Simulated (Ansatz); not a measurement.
The system is NiMoIrPdW.

```xyz
10
Lattice="2.7708 0.0000 0.0000 -1.3854 2.3996 0.0000 0.0000 0.0000 22.0199" Properties=species:S:1:pos:R:3 pbc="T T T"
Ni    0.0000    1.5997   18.7348
Ni    1.3854    0.7999    3.2852
Mo    1.3854    0.7999   16.7481
Mo    0.0000    1.5997    5.2718
Pd    0.0000    1.5997    1.1734
Pd    1.3854    0.7999   20.8465
Ir    0.0000    1.5997   14.4948
Ir    1.3854    0.7999    7.5251
W     0.0000    1.5997    9.7808
W     1.3854    0.7999   12.2391
```

The cell was built by a generator and needn't be a form met in nature.

- Program: Ansatz 0.2.0
- Task: relaxation of cell and atoms
- Functional: PBE
- Dispersion: D4
- Potentials or basis: Ansatz PAW
- Cutoff: 420 eV (not typed: the program's choice for these potentials)
- k mesh: 8 × 8 × 1
- Occupations: fermi-dirac, width 0.05 eV
- Spin: collinear spin, ferromagnetic start
- Starting moments: [1.0, 1.0, 1.0, 1.0, 0.0, 0.0, 0.6, 0.6, 0.0, 0.0] μB

At the start: volume 14.64 Å³/atom.

Task: How do energy, volume and symmetry change on relaxing?

Result: It ends after 5 steps and the volume is 14.31 Å³/atom (-2.3 %); space group P-3m1 (No. 164, to 0.05 Å); moment 0.00 μB per cell.

The path:
```tsv
step	energy change (eV)	largest force (eV/Å)	volume (Å³)
1	0.0000	0.1390	146.41
2	-0.0606	0.0432	143.44
3	-0.0616	0.0136	143.08
4	-0.0617	0.0021	143.08
5	-0.0603	0.0022	143.08
```

Final structure:
```
CELL_PARAMETERS angstrom
2.75047 0.00000 0.00000
-1.37523 2.38198 0.00000
0.00000 0.00000 21.83850
ATOMIC_POSITIONS crystal
Ni 0.33333 0.66667 0.85103
Ni 0.66667 0.33333 0.14897
Mo 0.66667 0.33333 0.76050
Mo 0.33333 0.66667 0.23950
Pd 0.33333 0.66667 0.05304
Pd 0.66667 0.33333 0.94696
Ir 0.33333 0.66667 0.65830
Ir 0.66667 0.33333 0.34170
W 0.33333 0.66667 0.44420
W 0.66667 0.33333 0.55580
```

Caveat: the plane-wave basis is chosen anew once the cell has moved, so the energies of steps on either side of that aren't comparable; pairwise dispersion overbinds metals, which lowers pressure and volume; the starting moments weren't kept.
